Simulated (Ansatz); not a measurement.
**C3H5BO: basis-set convergence**

An exercise on one series of results from a longer session: the logs are not shown, and one member is left open.

Method: one geometry, several basis sets; program: Ansatz 0.2.0, Gaussian basis.

Plan: PBE0-D4/def2-SVP; ωB97M-V/def2-SVP; PBE0-D4/def2-QZVPP; ωB97M-V/def2-QZVPP; the functionals' def2-TZVPP values are taken from earlier runs.

## The geometry

All runs share one geometry, relaxed beforehand with PBE0-D4 in a triple-zeta def2 set.

SMILES `OCB1C=C1`, 10 atoms, charge 0, spin multiplicity 1.

Atoms are counted from 1 here; the program's logs count them from 0.

Bond lengths: O1–C2 1.421 Å, O1–H6 0.959 Å, C2–B3 1.552 Å, C2–H7 1.097 Å, C2–H8 1.102 Å, B3–C4 1.474 Å, B3–C5 1.470 Å, C4–C5 1.344 Å, C4–H9 1.082 Å, C5–H10 1.081 Å. Angles: C2–O1–H6 107.8°, O1–C2–B3 115.8°, O1–C2–H7 107.7°, O1–C2–H8 110.2°, B3–C2–H7 109.3°, B3–C2–H8 108.4°, H7–C2–H8 105.0°, C2–B3–C4 151.7°, C2–B3–C5 153.9°, C4–B3–C5 54.3°, B3–C4–C5 62.7°, B3–C4–H9 158.9°, C5–C4–H9 138.4°, B3–C5–C4 63.0°, B3–C5–H10 158.3°, C4–C5–H10 138.6°.

Set-up of the first run:

Input file in.yaml:

```yaml
crystal:
  periodic: [false, false, false]
  atoms:
    - {symbol: O, position_ang: [-1.407105, -1.688804, 0.134294]}
    - {symbol: C, position_ang: [-0.162369, -1.262215, -0.402419]}
    - {symbol: B, position_ang: [0.277466, 0.177119, -0.024480]}
    - {symbol: C, position_ang: [0.026755, 1.491087, 0.595205]}
    - {symbol: C, position_ang: [1.208361, 1.314515, -0.019745]}
    - {symbol: H, position_ang: [-1.908146, -0.906419, 0.372160]}
    - {symbol: H, position_ang: [0.603866, -1.973583, -0.071300]}
    - {symbol: H, position_ang: [-0.172935, -1.344689, -1.501266]}
    - {symbol: H, position_ang: [-0.494598, 2.267199, 1.139030]}
    - {symbol: H, position_ang: [2.111705, 1.874789, -0.218481]}
basis:
  gaussian: {orbitals: def2-SVP}
hamiltonian: {xc: pbe0, dispersion: d4}
output: {orbitals: {seedname: orbitals}}
```

Command:

```console
$ ansatz run in.yaml --threads 2 --pin off --events-out ev --progress --plain --max-ram 4352MiB
```

Among the steps run: PBE0-D4 in def2-SVP; ωB97M-V in def2-SVP; PBE0-D4 in def2-QZVPP; ωB97M-V in def2-QZVPP.

One of the session's tables, all rows but one given; the rest of the session is left out.

It belongs to the step «Functionals by basis». 

```
functional       basis  HOMO (eV)  LUMO (eV)
   PBE0-D4    def2-SVP          ?          ?
   PBE0-D4  def2-TZVPP      -7.64      -0.41
   PBE0-D4  def2-QZVPP      -7.70      -0.48
   ωB97M-V    def2-SVP      -9.77       2.09
   ωB97M-V  def2-TZVPP     -10.07       1.77
   ωB97M-V  def2-QZVPP     -10.13       1.59
```

**Question.** Estimate the row for PBE0-D4, def2-SVP.

As computed: HOMO (eV): -7.33; LUMO (eV): -0.23. In the column «HOMO (eV)» it is the highest.
